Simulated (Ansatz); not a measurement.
# C3ClN3Si: one species, many methods

One table from this session's results is given with a row withheld; the runs are named, their logs left out.

The runs use Ansatz 0.2.0, Gaussian basis; functionals in def2-TZVPP, the program's frozen cores in correlated methods.

Levels to be run: LDA (SPW92), PBE-D4, revPBE-D4, BLYP-D4, r2SCAN-D4, B97M-V, PBE0-D4, B3LYP-D4, r2SCANh-D4, r2SCAN0-D4, HSE06-D4, BHLYP-D4, CAM-B3LYP-D4, LC-ωPBE, ωB97X-V, ωB97M-V, B2PLYP, PBE-QIDH; CCSD(T)/def2-SVP; CCSD(T)/def2-TZVPP; MP2/def2-QZVPP; extrapolation to the limit; RPA on PBE.

### The relaxed structure

An earlier PBE0-D4 in a triple-zeta def2 set relaxation fixed the geometry.

SMILES `N#C[Si](Cl)(C#N)C#N`, 8 atoms, charge 0, spin multiplicity 1.

Atoms are counted from 1 here; the program's logs count them from 0.

Bond lengths: N1–C2 1.151 Å, C2–Si3 1.826 Å, Si3–Cl4 2.004 Å, Si3–C5 1.826 Å, Si3–C7 1.826 Å, C5–N6 1.151 Å, C7–N8 1.151 Å. Angles: N1–C2–Si3 179.4°, C2–Si3–Cl4 110.6°, C2–Si3–C5 108.3°, C2–Si3–C7 108.3°, Cl4–Si3–C5 110.6°, Cl4–Si3–C7 110.6°, C5–Si3–C7 108.3°, Si3–C5–N6 179.4°, Si3–C7–N8 179.4°.

The first run:

File in.yaml:

```yaml
crystal:
  periodic: [false, false, false]
  atoms:
    - {symbol: N, position_ang: [1.069702, 2.543653, -0.775832]}
    - {symbol: C, position_ang: [0.743930, 1.515379, -0.374047]}
    - {symbol: Si, position_ang: [0.241166, -0.115162, 0.275570]}
    - {symbol: Cl, position_ang: [1.452850, -0.685226, 1.766196]}
    - {symbol: C, position_ang: [0.296843, -1.320063, -1.095031]}
    - {symbol: N, position_ang: [0.339619, -2.086113, -1.953077]}
    - {symbol: C, position_ang: [-1.483977, 0.008074, 0.860487]}
    - {symbol: N, position_ang: [-2.568133, 0.082457, 1.239933]}
basis:
  gaussian: {orbitals: def2-TZVPP}
hamiltonian: {xc: lda}
output: {orbitals: {seedname: orbitals}}
```

Among the steps run: LDA; PBE-D4 (GGA); revPBE-D4 (GGA); BLYP-D4 (GGA); r2SCAN-D4 (meta-GGA); B97M-V (meta-GGA); PBE0-D4 (hybrid); B3LYP-D4 (hybrid); r2SCANh-D4 (hybrid); r2SCAN0-D4 (hybrid); HSE06-D4 (hybrid); BHLYP-D4 (hybrid); CAM-B3LYP-D4 (range-separated); LC-ωPBE-D4 (range-separated; the results give it without D4); ωB97X-V (range-separated); ωB97M-V (range-separated); B2PLYP (double hybrid); PBE-QIDH (double hybrid).

One table of the session follows, with a row left open; its other results are not shown here.

It belongs to the step «Orbital energies across the functionals». 

```
  functional  HOMO (eV)  LUMO (eV)  gap (eV)
 LDA (SPW92)      -9.58      -4.23      5.35
      PBE-D4      -9.41      -3.92      5.49
   revPBE-D4      -9.35      -3.81      5.54
     BLYP-D4      -9.27      -3.75      5.53
   r2SCAN-D4      -9.82      -3.79      6.03
      B97M-V      -9.82      -3.65      6.17
     PBE0-D4     -10.90      -3.05      7.85
    B3LYP-D4     -10.61      -3.22      7.39
  r2SCANh-D4     -10.35      -3.46      6.89
  r2SCAN0-D4     -11.14      -2.97      8.16
    HSE06-D4     -10.49      -3.42      7.07
    BHLYP-D4     -12.14      -2.00     10.14
CAM-B3LYP-D4     -12.31      -1.91     10.39
     LC-ωPBE     -13.80      -0.79     13.01
     ωB97X-V     -13.35      -0.84     12.50
     ωB97M-V          ?          ?         ?
```

Q: Estimate the row for ωB97M-V from the others.

As computed: HOMO (eV): -13.19; LUMO (eV): -0.94; gap (eV): 12.25. In the column «HOMO (eV)» it lies between ωB97X-V (-13.35) and CAM-B3LYP-D4 (-12.31).
